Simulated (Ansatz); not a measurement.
The same calculation of BeAu₃, space group Pm-3m as a Python script and as an input file (Ansatz's Python interface).

`beau3.py`
```python
# -*- coding: utf-8 -*-
"""Variable-cell relaxation of BeAu3."""

import ansatz as az
from ase import Atoms
from ase.io import write
import numpy as np

def edges_and_angles(cell):
    cell = np.asarray(cell)
    a, b, c = np.linalg.norm(cell, axis=1)
    cosines = cell[1] @ cell[2] / (b * c), cell[0] @ cell[2] / (a * c), cell[0] @ cell[1] / (a * b)
    return (a, b, c, *np.degrees(np.arccos(cosines)))

lattice = az.Lattice.of(
    [4.011706, 0.0, 0.0],
    [0.0, 4.011706, 0.0],
    [0.0, 0.0, 4.011706],
)
sites = [
    ("Be", [0.0, 0.0, 0.0]),
    ("Au", [0.0, 0.5, 0.5]),
    ("Au", [0.5, 0.0, 0.5]),
    ("Au", [0.5, 0.5, 0.0]),
]
structure = az.Crystal(lattice=lattice)
for symbol, position in sites:
    structure = structure.atom(symbol, position)

# edges free, angles fixed
base = (
    structure.calculation()
    .basis(510)
    .kpoints(6, 6, 6)
    .occupations("Marzari-Vanderbilt")
    .scf(tolerance=1e-08)
    .relax(force_tolerance=0.05, fix_cell=["angles"])
    .density_of_states(energy_step=0.1, projected=True)
    .stress()
)
steps = []


def follow(event):
    if event["event"] != "relax_step":
        return
    row = event["data"]
    steps.append(row)
    print(f"step {row['step']:3d}  E = {row['lagrangian_ev']:.5f} eV  largest force component = {row['allowed_force_max_ev_ang']:.4f} eV/A  P = {row['pressure_gpa']:.3f} GPa")


out = base.session().plan(threads=1).execute(on_event=follow)
rep = out.report

first, last = steps[0], steps[-1]
symbols = [site.symbol for site in out.lattice.sites]
print(f"energy gained {first['lagrangian_ev'] - last['lagrangian_ev']:.4f} eV in {len(steps) - 1} steps")
for label, vectors in (("before", first["cell_ang"]), ("after", out.lattice.cell_ang)):
    print(label, "a b c (A) {:.4f} {:.4f} {:.4f}  angles {:.2f} {:.2f} {:.2f}".format(*edges_and_angles(vectors)), f" V = {abs(np.linalg.det(vectors)):.3f} A^3")
print("final stress xx yy zz (GPa, compression positive):", np.round(np.diag(rep["stress_gpa"]), 3) + 0.0)

print("relaxed fractional positions")
for site in out.lattice.sites:
    print(f"  {site.symbol:2s}", " ".join(f"{v % 1:8.5f}" for v in np.round(site.position_frac, 5)))

relaxed = Atoms(symbols, positions=[site.position_ang for site in out.lattice.sites], cell=out.lattice.cell_ang, pbc=True)
write("relaxed.extxyz", relaxed, format="extxyz")

print("atom   start x y z (A)              end x y z (A)")
for symbol, a, b in zip(symbols, first["positions_ang"], last["positions_ang"]):
    print(f"{symbol:3s}", " ".join(f"{v:8.4f}" for v in a), "  ", " ".join(f"{v:8.4f}" for v in b))

change = np.array(last["positions_ang"]) @ np.linalg.inv(last["cell_ang"]) - np.array(first["positions_ang"]) @ np.linalg.inv(first["cell_ang"])
moved = np.linalg.norm(change @ np.array(last["cell_ang"]), axis=1)
print("displacement within the cell, strain taken out (A):", " ".join(f"{s}:{d:.3f}" for s, d in zip(symbols, moved)))

energy = rep["free_energy_ev"]
print("BeAu3: {:.6f} eV = {:.6f} Ry = {:.6f} Ha".format(energy, energy / 13.605693, energy / 27.211386))
print("Fermi level {:.4f} eV, {} k-points, {} symmetry operations".format(rep["fermi_energy_ev"], rep["n_kpoints"], rep["n_symmetry_ops"]))

# first and second moments of the projected d states
dos = out.density_of_states()
energy = np.asarray(dos.energies_ev) - dos.fermi_ev
window = (energy > -12) & (energy < 4)
for index, site in enumerate(out.projected_density_of_states().sites):
    for shell in site.shells:
        if shell.l == 2:
            g = sum(np.sum(part.g_bin_mean_per_ev, axis=0) for part in shell.curves)[window]
            if g.sum() > 1e-6:
                centre = (g * energy[window]).sum() / g.sum()
                width = np.sqrt((g * (energy[window] - centre) ** 2).sum() / g.sum())
                print(f"site {index} {site.species} {shell.label}: centre {centre:.3f} eV, rms width {width:.3f} eV")

# principal values and the von Mises stress of the deviator
principal = np.linalg.eigvalsh(np.array(rep["stress_gpa"]))
mises = np.sqrt(0.5 * sum((principal[i] - principal[i - 1]) ** 2 for i in range(3)))
print("principal stresses (GPa, compression positive):", np.round(principal, 3))
print(f"mean {principal.mean():.3f} GPa, von Mises {mises:.3f} GPa, PV = {principal.mean() * rep['setup']['cell_volume_ang3'] / 160.21766:.4f} eV")
```

```console
$ python beau3.py
DeckWarning: relax.cell: scf.convergence.dr2_threshold = 1e-8 eV is looser than the 4e-10 eV advised for a relaxation that steers and ends on the stress (1e-10 eV for each atom of the cell: 4). What [...]
step   1  E = -39540.44923 eV  largest force component = 0.0000 eV/A  P = -1.230 GPa
step   2  E = -39540.44388 eV  largest force component = 0.0000 eV/A  P = 2.435 GPa
step   3  E = -39540.45142 eV  largest force component = 0.0000 eV/A  P = -0.045 GPa
step   4  E = -39540.45139 eV  largest force component = 0.0000 eV/A  P = -0.046 GPa
energy gained 0.0022 eV in 3 steps
before a b c (A) 4.0117 4.0117 4.0117  angles 90.00 90.00 90.00  V = 64.564 A^3
after a b c (A) 4.0005 4.0005 4.0005  angles 90.00 90.00 90.00  V = 64.026 A^3
final stress xx yy zz (GPa, compression positive): [-0.046 -0.046 -0.046]
relaxed fractional positions
  Be  0.00000  0.00000  0.00000
  Au  0.00000  0.50000  0.50000
  Au  0.50000  0.00000  0.50000
  Au  0.50000  0.50000  0.00000
atom   start x y z (A)              end x y z (A)
Be    0.0000   0.0000   0.0000     -0.0000   0.0000   0.0000
Au    0.0000   2.0059   2.0059     -0.0000   2.0003   2.0003
Au    2.0059   0.0000   2.0059      2.0003  -0.0000   2.0003
Au    2.0059   2.0059   0.0000      2.0003   2.0003  -0.0000
displacement within the cell, strain taken out (A): Be:0.000 Au:0.000 Au:0.000 Au:0.000
BeAu3: -39540.451390 eV = -2906.169600 Ry = -1453.084800 Ha
Fermi level 17.5696 eV, 20 k-points, 48 symmetry operations
site 1 Au 5D: centre -4.338 eV, rms width 1.725 eV
site 2 Au 5D: centre -4.338 eV, rms width 1.725 eV
site 3 Au 5D: centre -4.338 eV, rms width 1.725 eV
principal stresses (GPa, compression positive): [-0.046 -0.046 -0.046]
mean -0.046 GPa, von Mises 0.000 GPa, PV = -0.0183 eV
```
(Warnings from the package without file and line, shortened.)

`input.yaml`:
```yaml
crystal:
  lattice:
    - [4.011706, 0.0, 0.0]
    - [0.0, 4.011706, 0.0]
    - [0.0, 0.0, 4.011706]
  atoms:
    - { symbol: Be, position: [0.0, 0.0, 0.0] }
    - { symbol: Au, position: [0.0, 0.5, 0.5] }
    - { symbol: Au, position: [0.5, 0.0, 0.5] }
    - { symbol: Au, position: [0.5, 0.5, 0.0] }
basis:
  ecutwfc: 510.0
kpoints:
  mp_grid: { grid: [6, 6, 6] }
scf:
  convergence: { dr2_threshold: 1.0e-08 }
  occupations: { method: cold }
relax:
  f_tol: 0.05
  cell: { fix: [angles] }
output:
  dos: { de: 0.1, projected: true }
  stress: true
```

Launched from the shell:
```console
$ ansatz run input.yaml --threads 1 --pin off --max-ram 3072MiB --backend cpu --events-out ev --progress --plain --runs-dir out
Warning: relax.cell: scf.convergence.dr2_threshold = 1e-8 eV is looser than the 4e-10 eV advised for a relaxation that steers and ends on the stress (1e-10 eV for each atom of the cell: 4). What an SCF threshold leaves in a stress goes as its square root, and in the free energy as the threshold itself, and one threshold admits the most on a small cell: of [...]
Engine: ansatz 0.2.0, x86_64-unknown-linux-gnu
Pseudopotentials: kind: paw
Pseudopotential: Be, paw, valence charge 2, recommended cutoff 420 eV (normal), Be.paw.azcp
Pseudopotential: Au, paw, valence charge 19, recommended cutoff 420 eV (normal), Au.paw.azcp
Functional definition: PBE
  parameter kappa = 0.804
  parameter beta = 0.06672455060314922
  exchange = pbe_x(kappa = kappa, mu = beta*pi^2/3)
  correlation = pbe_c(beta = beta)
Crystal: 4 atoms, lattice volume = 64.564 Å³
Basis set: ecut = 510 eV, 1743 PW (Γ), exchange–correlation on 60×60×60 points (8 copies of the dense FFT grid, shifted against one another)
Bands: 36, of which v1, the nominal top of the filled ones, is band 30 counted from 1 (29 counted from 0)
Symmetry: 48 space group operations
Space group: Pm-3m (ITA 221), of the structure as read, at distance tolerance 4.0e-5 Å
k-points: 20 of 216
Non-local potential: Be, projectors of the file, l = 0: 2, l = 1: 2, l = 2: 1
Non-local potential: Au, projectors of the file, l = 0: 3, l = 1: 2, l = 2: 2, l = 3: 1
PAW form: soft (Blöchl's): semilocal exchange-correlation on the pseudo side does not see the compensation charge
PAW one-centre angular grid: Be, 110 points (default); XC on 64 Gauss nodes
PAW one-centre angular grid: Au, 590 points (default); XC on 64 Gauss nodes
Initial density: superposition of atomic densities (neutral atoms: chi_scale 0, normalization atom), corrected by the library's trained network
Initial wavefunctions: pseudopotential atomic-orbital guess
Functional: x = pbe(κ = 0.804, μ = 0.2195149727645171), c = pbe(β = 0.06672455060314922)
SCF iter   1: F=—  HF=-39540.448757 eV  |F-HF|=—  |Δ(HF+E_count)|=         —  Δρ=2.16e-3  dr2=2.79e-3  ethr=1.77e-3  ⟨swp⟩=6.0  Hψ=2888  notcnv=0  defer=3
preconditioner: auto → Resta (q_TF=auto, 2.688 Å⁻¹)  ε∞=9.7  [insulator: Δε(μ)=0.196 eV  Ē_g=9.295 eV  σ=0.100 eV  W_gap=0.74  n_scr=18 (ndim 8)  ℏωp=27.3 eV  f_vac=0.000  D(μ)=1.23/eV (n_scr^D=6)  ε∞_Penn≈9.7]
SCF iter   2: F=—  HF=-39540.449200 eV  |F-HF|=—  |Δ(HF+E_count)|=   4.43e-4  S|Δr|=    0.00e0  Δρ=1.14e-3  dr2=4.58e-4  ethr=4.73e-6  ⟨swp⟩=1.7  Hψ=1013  notcnv=0  defer=3
SCF iter   3: F=—  HF=-39540.449302 eV  |F-HF|=—  |Δ(HF+E_count)|=   1.03e-4  S|Δr|=    0.00e0  Δρ=3.59e-4  dr2=8.19e-5  ethr=7.76e-7  ⟨swp⟩=2.5  Hψ=1018  notcnv=0  defer=3
SCF iter   4: F=—  HF=-39540.449231 eV  |F-HF|=—  |Δ(HF+E_count)|=   7.11e-5  S|Δr|=    0.00e0  Δρ=8.47e-5  dr2=4.49e-6  ethr=1.39e-7  ⟨swp⟩=2.1  Hψ=1007  notcnv=0  defer=3
SCF iter   5: F=—  HF=-39540.449231 eV  |F-HF|=—  |Δ(HF+E_count)|=   3.88e-8  S|Δr|=    0.00e0  Δρ=1.48e-5  dr2=6.15e-8  ethr=7.61e-9  ⟨swp⟩=2.1  Hψ=934  notcnv=0  defer=3
SCF iter   6: F=—  HF=-39540.449231 eV  |F-HF|=—  |Δ(HF+E_count)|=   5.67e-8  S|Δr|=    0.00e0  Δρ=4.09e-6  dr2=1.09e-8  ethr=1.69e-11  ⟨swp⟩=5.8  Hψ=2750  notcnv=0
SCF iter   7: F=-39540.449231 eV  HF=-39540.449231 eV  |F-HF|=5.38e-10  |Δ(HF+E_count)|=   1.75e-9  S|Δr|=    0.00e0  Δρ=7.76e-7  dr2=8.37e-10  ethr=1.69e-11  ⟨swp⟩=3.8  Hψ=2059  notcnv=0
SCF 1 converged in 7 iterations: F = -39540.449231 eV  dr2 = 8.37e-10
  greatest PAW one-centre occupation: 1.000 electrons in one spin orbital (limit 2), on the Au atom at site 3 (counted from 0), in its partial waves of l = 0
relax step   1: F+E_penalty+E_count = -39540.44923123 eV  Δ(F+E_penalty+E_count) = +0.000e0 eV  max|allowed force component| = 5.371e-29 eV/Å  Δτ_max = 0.0000 Å  P = -1.230 GPa  Ω = 64.564 Å³  fix = [alpha, beta, gamma]  (7 SCF iters, accepted)
Crystal: 4 atoms, lattice volume = 62.988 Å³
Basis set: ecut = 510 eV, 1647 PW (Γ), exchange–correlation on 60×60×60 points (8 copies of the dense FFT grid, shifted against one another)
Initial density: handed on by an earlier stage of this run
Initial wavefunctions: those handed on with the density
iter 1 solved again at ethr=1.51e-5 eV; its pass at ethr=3.10e-3 eV (dr2=8.88e-3 eV) is discarded
SCF iter   1: F=—  HF=-39540.446280 eV  |F-HF|=—  |Δ(HF+E_count)|=         —  Δρ=2.56e-3  dr2=8.07e-3  ethr=1.51e-5  ⟨swp⟩=1.2  Hψ=3164  notcnv=0
preconditioner: auto → Resta (q_TF=auto, 2.699 Å⁻¹)  ε∞=9.6  [insulator: Δε(μ)=0.198 eV  Ē_g=9.448 eV  σ=0.100 eV  W_gap=0.71  n_scr=18 (ndim 8)  ℏωp=27.7 eV  f_vac=0.000  D(μ)=1.60/eV (n_scr^D=6)  ε∞_Penn≈9.6]
SCF iter   2: F=—  HF=-39540.444422 eV  |F-HF|=—  |Δ(HF+E_count)|=   1.86e-3  S|Δr|=    0.00e0  Δρ=1.16e-3  dr2=1.56e-3  ethr=1.37e-5  ⟨swp⟩=1.3  Hψ=729  notcnv=0
SCF iter   3: F=—  HF=-39540.443983 eV  |F-HF|=—  |Δ(HF+E_count)|=   4.39e-4  S|Δr|=    0.00e0  Δρ=3.15e-4  dr2=9.87e-5  ethr=2.64e-6  ⟨swp⟩=1.7  Hψ=783  notcnv=0
SCF iter   4: F=—  HF=-39540.443887 eV  |F-HF|=—  |Δ(HF+E_count)|=   9.56e-5  S|Δr|=    0.00e0  Δρ=5.50e-5  dr2=1.65e-6  ethr=1.67e-7  ⟨swp⟩=2.4  Hψ=1094  notcnv=0
SCF iter   5: F=—  HF=-39540.443878 eV  |F-HF|=—  |Δ(HF+E_count)|=   9.32e-6  S|Δr|=    0.00e0  Δρ=1.28e-5  dr2=8.93e-8  ethr=2.80e-9  ⟨swp⟩=2.1  Hψ=1176  notcnv=0
SCF iter   6: F=-39540.443878 eV  HF=-39540.443878 eV  |F-HF|=5.75e-10  |Δ(HF+E_count)|=   6.27e-9  S|Δr|=    0.00e0  Δρ=1.73e-6  dr2=1.87e-9  ethr=1.69e-11  ⟨swp⟩=4.2  Hψ=2576  notcnv=0
SCF 2 converged in 6 iterations: F = -39540.443878 eV  dr2 = 1.87e-9
relax step   2: F+E_penalty+E_count = -39540.44387767 eV  Δ(F+E_penalty+E_count) = +5.354e-3 eV  max|allowed force component| = 1.891e-29 eV/Å  Δτ_max = 0.0000 Å  P = +2.435 GPa  Ω = 62.988 Å³  energy of the carried Pulay correction = +9.062e-5 eV  fix = [alpha, beta, gamma]  (6 SCF iters, rejected (line search))
Crystal: 4 atoms, lattice volume = 64.026 Å³
iter 1 solved again at ethr=5.66e-6 eV; its pass at ethr=3.10e-3 eV (dr2=3.34e-3 eV) is discarded
SCF iter   1: F=—  HF=-39540.452541 eV  |F-HF|=—  |Δ(HF+E_count)|=         —  Δρ=1.69e-3  dr2=3.64e-3  ethr=5.66e-6  ⟨swp⟩=1.8  Hψ=3354  notcnv=0
preconditioner: auto → Resta (q_TF=auto, 2.691 Å⁻¹)  ε∞=9.6  [insulator: Δε(μ)=0.194 eV  Ē_g=9.374 eV  σ=0.100 eV  W_gap=0.74  n_scr=18 (ndim 8)  ℏωp=27.5 eV  f_vac=0.000  D(μ)=1.30/eV (n_scr^D=6)  ε∞_Penn≈9.6]
SCF iter   2: F=—  HF=-39540.451708 eV  |F-HF|=—  |Δ(HF+E_count)|=   8.32e-4  S|Δr|=    0.00e0  Δρ=7.72e-4  dr2=7.05e-4  ethr=5.66e-6  ⟨swp⟩=1.3  Hψ=729  notcnv=0
SCF iter   3: F=—  HF=-39540.451504 eV  |F-HF|=—  |Δ(HF+E_count)|=   2.04e-4  S|Δr|=    0.00e0  Δρ=2.10e-4  dr2=5.03e-5  ethr=1.19e-6  ⟨swp⟩=1.6  Hψ=761  notcnv=0
SCF iter   4: F=—  HF=-39540.451409 eV  |F-HF|=—  |Δ(HF+E_count)|=   9.51e-5  S|Δr|=    0.00e0  Δρ=4.27e-5  dr2=1.01e-6  ethr=8.52e-8  ⟨swp⟩=2.2  Hψ=1036  notcnv=0
[... 9 lines left out ...]
preconditioner: auto → Resta (q_TF=auto, 2.691 Å⁻¹)  ε∞=9.6  [insulator: Δε(μ)=0.199 eV  Ē_g=9.349 eV  σ=0.100 eV  W_gap=0.72  n_scr=18 (ndim 8)  ℏωp=27.5 eV  f_vac=0.000  D(μ)=1.39/eV (n_scr^D=6)  ε∞_Penn≈9.6]
SCF iter   2: F=—  HF=-39540.451390 eV  |F-HF|=—  |Δ(HF+E_count)|=   5.98e-5  S|Δr|=    0.00e0  Δρ=3.62e-6  dr2=1.01e-9  ethr=7.20e-12  ⟨swp⟩=7.3  Hψ=3472  notcnv=0
SCF iter   3: F=-39540.451390 eV  HF=-39540.451390 eV  |F-HF|=3.64e-11  |Δ(HF+E_count)|=   2.01e-9  S|Δr|=    0.00e0  Δρ=6.75e-7  dr2=9.25e-11  ethr=1.72e-12  ⟨swp⟩=2.0  Hψ=2002  notcnv=0
SCF 4 converged in 3 iterations: F = -39540.451390 eV  dr2 = 9.25e-11
relax step   4: F+E_penalty+E_count = -39540.45138991 eV  Δ(F+E_penalty+E_count) = +2.755e-5 eV  max|allowed force component| = 3.155e-30 eV/Å  Δτ_max = 0.0000 Å  P = -0.046 GPa  Ω = 64.026 Å³  fix = [alpha, beta, gamma]  stress off target by 4.59e-2 GPa on what of the cell is left free  SCF on the basis re-selected at this cell (its energy is not comparable with the rows above)  (3 SCF iters)
basis re-selected at this cell: Δ(F+E_penalty+E_count) = +2.755e-5 eV, ΔP = -0.001 GPa vs the last step (what re-selecting the basis moved, of the pressure what is left beyond the Pulay correction that the steps carried, after the strain that the cell walked since its last selection, with what the two solves' SCF thresholds leave and, on support functions, [...]
SCF converged after 3 iterations
Stability not checked: this state was not tested for a lower state beside it, because cold or Methfessel-Paxton smearing, or corrected tetrahedra, fill the levels in a way that the test cannot read (fill_not_monotonic; see scf.lower_state_search)
Free energy (F): -39540.451390 eV
Harris-Foulkes:  -39540.451390 eV  (|F-HF|=3.64e-11)
Internal energy: -39540.454675 eV  (E = F + TS)
E sigma→0 (E₀):  -39540.452485 eV
Entropy (-TS):   0.003285 eV (0.821 meV/atom)
Fermi energy:    17.569627 eV
--- Per-component energies (eV) ---
  E_band       = -786.062899
  E_kinetic    = 1828.700827
  E_local      = -6394.081017  (includes V_loc(G=0)·N_el)
  E_nonlocal   = 223.471399
  E_hartree    = 2742.148192
  E_xc         = -702.836434
  E_vxc        = -845.404324  (∫ρ·V_xc dr)
  E_paw        = -29177.497629  (= ΣΔE_a)
  E_vpaw       = -1083.047411  (= ΣTr[D̂ρ^β])
  E_aug_tail   = 0.001742  (compensation charges beyond the density's cutoff)
  E_ewald      = -8060.361754
  E_smearing   = 0.003285  (= −TS)
  E_closure    = 0.000000  (closes the sum)
  Σ components = -39540.451390   (vs F -39540.451390, Δ=0.00e0)
--- Forces (eV/Å), atoms counted from 1 ---
  atom   1  Be     0.00000000    -0.00000000    -0.00000000
  atom   2  Au    -0.00000000    -0.00000000    -0.00000000
  atom   3  Au     0.00000000    -0.00000000    -0.00000000
  atom   4  Au     0.00000000    -0.00000000    -0.00000000
  max |Σ_I F_I| component: 1.26e-29 eV/Å
--- Stress (GPa, compression-positive) ---
       -0.045870       0.000000       0.000000
        0.000000      -0.045870       0.000000
        0.000000       0.000000      -0.045870
  P = ⅓ Tr σ = -0.0459 GPa (-0.459 kbar)
--- Band table (eV; the first three rows and the last of 20) ---
  k-point 0: bands = ["-88.2336", "-88.2173", "-88.2173", "-39.7631", "-39.7631", "-39.7631", "-39.6470", "-39.6470", "-39.6470", "-39.5762", "-39.5762", "-39.5762", "7.6553", "10.0605", "11.0110", "11.0110", "11.0110", "11.2836", "11.2836", "13.7426", "13.7426", "13.7426", "14.7311", "14.7311", "15.4959", "15.8860", "15.8860", "15.8860", "17.4886", [...]
  k-point 1: bands = ["-88.2326", "-88.2183", "-88.2173", "-39.7562", "-39.7562", "-39.7511", "-39.6488", "-39.6488", "-39.6473", "-39.5892", "-39.5814", "-39.5814", "7.9650", "10.2462", "11.0775", "11.1627", "11.1627", "11.2586", "11.5202", "13.5815", "13.5815", "13.6416", "14.4709", "14.7330", "15.1676", "15.1676", "15.2796", "15.8865", "16.2341", [...]
  k-point 2: bands = ["-88.2302", "-88.2207", "-88.2173", "-39.7399", "-39.7399", "-39.7179", "-39.6547", "-39.6547", "-39.6480", "-39.6243", "-39.5919", "-39.5919", "8.8156", "10.6821", "11.1124", "11.2276", "11.5798", "11.5798", "12.1389", "13.1952", "13.1952", "13.4236", "13.8210", "14.2581", "14.2581", "14.3450", "14.5612", "14.8675", "15.8875", [...]
  k-point 19: bands = ["-88.2227", "-88.2227", "-88.2227", "-39.8256", "-39.7392", "-39.7392", "-39.7392", "-39.5894", "-39.5894", "-39.5823", "-39.5823", "-39.5823", "10.2100", "10.5151", "10.5151", "10.5151", "12.5122", "12.5122", "12.5122", "13.6899", "13.6899", "13.6899", "14.2259", "14.2259", "15.5347", "15.5347", "15.5347", "15.5749", "15.5749", [...]
--- Relaxed structure (3 steps of the walk, 2 accepted, 1 SCFs on fresh bases) ---
  F+E_penalty+E_count = -39540.45138991 eV   max|allowed force component| = 3.155e-30 eV/Å   (the final SCF, on the basis selected at the relaxed cell)
  cell:  # Å, volume = 64.0262 Å³
    - [4.000544791195735, 3.840552585304328e-98, -7.681105170608657e-98]
    - [3.840552585304328e-98, 4.000544791195735, 0.0]
    - [-7.681105170608657e-98, 0.0, 4.000544791195735]
  atoms:
    - { symbol: Be, position: [-4.4572439453800445e-47, 2.581108101023648e-47, 3.5476023238739133e-47] }
    - { symbol: Au, position: [-6.640383836994761e-47, 0.5, 0.5] }
    - { symbol: Au, position: [0.5, -1.0574583850008779e-47, 0.5] }
    - { symbol: Au, position: [0.5, 0.5, -8.186774593555185e-48] }
```

Notes:
- Total energies depend on the potentials; only differences at equal settings carry meaning. A total without «per atom» is that of the cell as typed.
- Forces vanish by symmetry, so the ions can't move, and the end may be a saddle.
- For a metal this k-point mesh is coarse: on a finer one energies can move by several to tens of meV an atom and pressures by half a GPa or more, differences at one mesh by less.
- An absolute Fermi energy rests on an arbitrary zero of the periodic potential and has no direct meaning.
- Projections exist only for the shells that the potentials hold, some of them semicore, and samples at single energies can miss narrow peaks.
- Energies along a relaxation are free energies. Rows at an unchanged volume are solved on a plane-wave basis chosen afresh for that cell, so the energy jumps there and such rows are no steps of the walk.
- Spin-orbit coupling, which matters for elements this heavy, is left out.
- No functional is typed, so the default, PBE, holds.
- This cell is a computed structure, which may not be the phase found in nature.
- The computed bands are complete only to about 6.8 eV above the Fermi level; beyond that the density of states is undercounted.
- A band centre counts only the states inside the window taken.
- Finished in 8.4 s on 1 thread of Intel(R) Xeon(R) Platinum 8375C CPU @ 2.90GHz (Ice Lake), with other jobs on the host, peak memory 0.5 GiB.

(A comment or docstring line of the script was reworded after the run, the code is as it ran; lines on the test bed's own set-up are left out of the output.)
